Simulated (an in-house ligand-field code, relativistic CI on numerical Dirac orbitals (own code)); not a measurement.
# d3 in a ligand field: terms against the cubic field

Which terms of d3 lie lowest for given Racah parameters and ligand field?

Program: an in-house ligand-field code version 1. Level of theory: parametric ligand-field model of a d^n configuration (Racah B and C, spin-orbit zeta, crystal field), exact diagonalisation. These are calculated values, not measurements, unless marked.

## (1) The atom as given

* shell: d3
* set 1 (cm⁻¹): B = 1140, C = 5140, Td, 10Dq = -1140
* set 2 (cm⁻¹): B = 1140, C = 5140, Td, 10Dq = -2170
* set 3 (cm⁻¹): B = 1140, C = 5140, Td, 10Dq = -3190
* set 4 (cm⁻¹): B = 1140, C = 5140, Td, 10Dq = -4220
* set 5 (cm⁻¹): B = 1140, C = 5140, Td, 10Dq = -5240
* set 6 (cm⁻¹): B = 1140, C = 5140, Td, 10Dq = -6270
* set 7 (cm⁻¹): B = 1140, C = 5140, Td, 10Dq = -7300
* set 8 (cm⁻¹): B = 1140, C = 5140, Td, 10Dq = -8320

## (2) Set 1

Settings of the run:

```ini
n = 3
racah_B = 1140  # cm-1
racah_C = 5140  # cm-1
zeta = 0  # cm-1
symmetry = Td
field = {"10Dq": -1140}  # cm-1
```

## (3) Set 2

Settings of the run:

```ini
n = 3
racah_B = 1140  # cm-1
racah_C = 5140  # cm-1
zeta = 0  # cm-1
symmetry = Td
field = {"10Dq": -2170}  # cm-1
```

## (4) Set 3

Settings of the run:

```ini
n = 3
racah_B = 1140  # cm-1
racah_C = 5140  # cm-1
zeta = 0  # cm-1
symmetry = Td
field = {"10Dq": -3190}  # cm-1
```

## (5) Set 4

Settings of the run:

```ini
n = 3
racah_B = 1140  # cm-1
racah_C = 5140  # cm-1
zeta = 0  # cm-1
symmetry = Td
field = {"10Dq": -4220}  # cm-1
```

## (6) Set 5

Settings of the run:

```ini
n = 3
racah_B = 1140  # cm-1
racah_C = 5140  # cm-1
zeta = 0  # cm-1
symmetry = Td
field = {"10Dq": -5240}  # cm-1
```

## (7) Set 6

Settings of the run:

```ini
n = 3
racah_B = 1140  # cm-1
racah_C = 5140  # cm-1
zeta = 0  # cm-1
symmetry = Td
field = {"10Dq": -6270}  # cm-1
```

## (8) Set 7

Settings of the run:

```ini
n = 3
racah_B = 1140  # cm-1
racah_C = 5140  # cm-1
zeta = 0  # cm-1
symmetry = Td
field = {"10Dq": -7300}  # cm-1
```

## (9) Set 8

Settings of the run:

```ini
n = 3
racah_B = 1140  # cm-1
racah_C = 5140  # cm-1
zeta = 0  # cm-1
symmetry = Td
field = {"10Dq": -8320}  # cm-1
```

(Steps that only read results are left out.)

Before running it: what results should come out? Wanted: lowest terms; sets at their largest spin, of those that allow S over 1.

As calculated:

| set | 10Dq/B (size) | lowest | S | electrons in z² and x²-y² | first level of the same spin (cm⁻¹) |
| --- | --- | --- | --- | --- | --- |
| 1: Td | 1.0 | 4T1 | 1.50 | 1.82 | 4T2 924 |
| 2: Td | 1.9 | 4T1 | 1.50 | 1.84 | 4T2 1777 |
| 3: Td | 2.8 | 4T1 | 1.50 | 1.85 | 4T2 2637 |
| 4: Td | 3.7 | 4T1 | 1.50 | 1.86 | 4T2 3520 |
| 5: Td | 4.6 | 4T1 | 1.50 | 1.87 | 4T2 4407 |
| 6: Td | 5.5 | 4T1 | 1.50 | 1.89 | 4T2 5313 |
| 7: Td | 6.4 | 4T1 | 1.50 | 1.89 | 4T2 6230 |
| 8: Td | 7.3 | 4T1 | 1.50 | 1.90 | 4T2 7146 |

```
                                                quantity                                                           value
                                            lowest terms  1: 4T1, 2: 4T1, 3: 4T1, 4: 4T1, 5: 4T1, 6: 4T1, 7: 4T1, 8: 4T1
sets at their largest spin, of those that allow S over 1                                          1, 2, 3, 4, 5, 6, 7, 8
```

In words: The lowest term stays 4T1 over this range. A negative 10Dq stands for a tetrahedral field. B, C and the field are free parameters here, not those of a compound.
